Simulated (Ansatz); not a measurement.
# TcIr: the cost of one run

Computed with Ansatz 0.2.0 (DFT PBEsol with spin–orbit coupling, plane waves, PAW, unless a step's input says otherwise).

5 further runs of the same task are left out: 1 that didn't finish, 4 set aside as unsound or not needed. Runs told in other sessions of the task aren't counted.

## Step 1: The system as given

It takes space group P-6m2 (No. 187, hexagonal). The conventional cell has a = 2.740 Å, b = 2.740 Å, c = 4.355 Å, α = 90.00°, β = 90.00°, γ = 120.00°. Ir (site symmetry -6m2) is surrounded by 6 Tc at 2.69 Å and 6 Ir at 2.74 Å. Tc (site symmetry -6m2) is surrounded by 6 Ir at 2.69 Å and 6 Tc at 2.74 Å.

As a file:

```cif
data_structure
_symmetry_space_group_name_H-M 'P-6m2'
_symmetry_Int_Tables_number 187
_cell_length_a 2.7399
_cell_length_b 2.7399
_cell_length_c 4.3555
_cell_angle_alpha 90.000
_cell_angle_beta 90.000
_cell_angle_gamma 120.000
_cell_volume 28.32
loop_
_atom_site_label
_atom_site_type_symbol
_atom_site_symmetry_multiplicity
_atom_site_Wyckoff_symbol
_atom_site_fract_x
_atom_site_fract_y
_atom_site_fract_z
_atom_site_occupancy
Ir1 Ir 1 d 0.33333 0.66667 0.50000 1
Tc1 Tc 1 a 0.00000 0.00000 0.00000 1
```

The cell is the database one, not relaxed. An earlier run on this cell at PBEsol, without spin–orbit coupling gave -5.98 GPa at 14.158 Å³/atom (14×14×8 mesh), a metal on this mesh. The cell is stretched at this level.

## Step 2: Spin-orbit coupling: topological invariants

Contents of input.yaml:

```yaml
crystal:
  lattice:
    - [2.7399070147, 0.0, 0.0]
    - [-1.3699535074, 2.3728290787, 0.0]
    - [0.0, 0.0, 4.3554619565]
  atoms:
    - { symbol: Ir, position: [0.3333333333, 0.6666666667, 0.5] }
    - { symbol: Tc, position: [0.0, 0.0, 0.0] }
basis:
  ecutwfc: 600
  ecutrho_ratio: 5
kpoints:
  mp_grid: { grid: [8, 8, 4] }
hamiltonian:
  xc: pbesol
scf:
  occupations: { method: gaussian, width: 0.05 }
output:
  forces: true
  stress: true
  eigenvalues: true
  populations: true
  topological_invariants: true
magnetization:
  noncollinear: true
  spin_orbit: true
```

Run with:

```bash
> ansatz run input.yaml --threads 4 --pin off --max-ram 9216MiB --backend cpu --events-out ev --progress --plain --runs-dir out
```

**Question.** How long does this run take on 4 threads of Arm Neoverse V1, shared host, and how much memory does it need?

About 2 min, with a peak of 1.1 GiB.
